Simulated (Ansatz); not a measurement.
# C₃H₉GaO: up Jacob's ladder to CCSD(T)

One table from this session's results is given with a row withheld; the runs are named, their logs left out.

The runs use Ansatz 0.2.0, Gaussian basis; functionals in def2-TZVPP, the program's frozen cores in correlated methods.

Plan: LDA (SPW92), PBE-D4, revPBE-D4, BLYP-D4, r2SCAN-D4, B97M-V, PBE0-D4, B3LYP-D4, r2SCANh-D4, r2SCAN0-D4, HSE06-D4, BHLYP-D4, CAM-B3LYP-D4, LC-ωPBE, ωB97X-V, ωB97M-V, B2PLYP, PBE-QIDH; CCSD(T)/def2-SVP; CCSD(T)/def2-TZVPP; MP2/def2-QZVPP; extrapolation to the limit; RPA on PBE.

**Structure used throughout**

An earlier PBE0-D4 in a triple-zeta def2 set relaxation fixed the geometry.

SMILES `CC(C)=[O+][GaH3-]`, 14 atoms, charge 0, spin multiplicity 1.

Atoms are counted from 1 here; the program's logs count them from 0.

Bond lengths: C1–C2 1.489 Å, C1–H6 1.088 Å, C1–H7 1.094 Å, C1–H8 1.094 Å, C2–C3 1.489 Å, C2–O4 1.224 Å, C3–H9 1.088 Å, C3–H10 1.094 Å, C3–H11 1.094 Å, O4–Ga5 2.113 Å, Ga5–H12 1.586 Å, Ga5–H13 1.586 Å, Ga5–H14 1.570 Å. Angles: C2–C1–H6 111.0°, C2–C1–H7 109.4°, C2–C1–H8 109.3°, H6–C1–H7 110.3°, H6–C1–H8 110.3°, H7–C1–H8 106.5°, C1–C2–C3 118.9°, C1–C2–O4 119.6°, C3–C2–O4 121.5°, C2–C3–H9 112.7°, C2–C3–H10 108.6°, C2–C3–H11 108.7°, H9–C3–H10 110.3°, H9–C3–H11 110.4°, H10–C3–H11 105.8°, C2–O4–Ga5 126.5°, O4–Ga5–H12 97.4°, O4–Ga5–H13 97.4° and more.

The first run:

Contents of in.yaml:

```yaml
crystal:
  periodic: [false, false, false]
  atoms:
    - {symbol: C, position_ang: [-1.605256, 1.067008, 0.828193]}
    - {symbol: C, position_ang: [-0.463954, 0.307278, 0.246535]}
    - {symbol: C, position_ang: [0.604567, -0.194043, 1.155026]}
    - {symbol: O, position_ang: [-0.422045, 0.108340, -0.960158]}
    - {symbol: Ga, position_ang: [1.085739, -0.936055, -2.010102]}
    - {symbol: H, position_ang: [-2.303435, 1.374866, 0.053083]}
    - {symbol: H, position_ang: [-1.223681, 1.940628, 1.365271]}
    - {symbol: H, position_ang: [-2.113233, 0.444138, 1.570834]}
    - {symbol: H, position_ang: [0.420159, 0.055189, 2.198241]}
    - {symbol: H, position_ang: [1.563287, 0.220519, 0.828461]}
    - {symbol: H, position_ang: [0.689809, -1.277906, 1.030770]}
    - {symbol: H, position_ang: [0.950329, -2.316999, -1.242496]}
    - {symbol: H, position_ang: [2.307268, -0.023363, -1.575342]}
    - {symbol: H, position_ang: [0.497645, -0.798800, -3.459316]}
basis:
  gaussian: {orbitals: def2-TZVPP}
hamiltonian: {xc: lda}
output: {orbitals: {seedname: orbitals}}
```

Command:

```
$ ansatz run in.yaml --threads 4 --pin off --events-out ev --progress --plain --max-ram 11315MiB
```

Among the steps run: LDA; PBE-D4 (GGA); revPBE-D4 (GGA); BLYP-D4 (GGA); r2SCAN-D4 (meta-GGA); B97M-V (meta-GGA); B3LYP-D4 (hybrid); r2SCANh-D4 (hybrid); r2SCAN0-D4 (hybrid); HSE06-D4 (hybrid); BHLYP-D4 (hybrid); CAM-B3LYP-D4 (range-separated); LC-ωPBE (range-separated); ωB97X-V (range-separated); ωB97M-V (range-separated); B2PLYP (double hybrid); PBE-QIDH (double hybrid).

One of the session's tables, all rows but one given; the rest of the session is left out.

It belongs to the step «Frontier levels by functional». 

| functional | HOMO (eV) | LUMO (eV) | gap (eV) |
| --- | --- | --- | --- |
| LDA (SPW92) | ? | ? | ? |
| PBE-D4 | -6.21 | -2.76 | 3.45 |
| revPBE-D4 | -6.17 | -2.68 | 3.49 |
| BLYP-D4 | -6.11 | -2.64 | 3.46 |
| r2SCAN-D4 | -6.50 | -2.54 | 3.96 |
| B97M-V | -6.61 | -2.46 | 4.15 |
| PBE0-D4 | -7.44 | -1.66 | 5.78 |
| B3LYP-D4 | -7.25 | -1.92 | 5.32 |
| r2SCANh-D4 | -6.95 | -2.14 | 4.82 |
| r2SCAN0-D4 | -7.63 | -1.52 | 6.11 |
| HSE06-D4 | -7.03 | -2.05 | 4.99 |
| BHLYP-D4 | -8.60 | -0.41 | 8.19 |
| CAM-B3LYP-D4 | -8.83 | -0.44 | 8.39 |
| LC-ωPBE | -10.21 | 0.78 | 10.99 |
| ωB97X-V | -9.86 | 0.70 | 10.56 |
| ωB97M-V | -9.68 | 0.62 | 10.30 |

Estimate the missing values for LDA (SPW92).

The run gave: HOMO (eV): -6.28; LUMO (eV): -2.95; gap (eV): 3.33. In the column «HOMO (eV)» it lies between r2SCAN-D4 (-6.50) and PBE-D4 (-6.21).
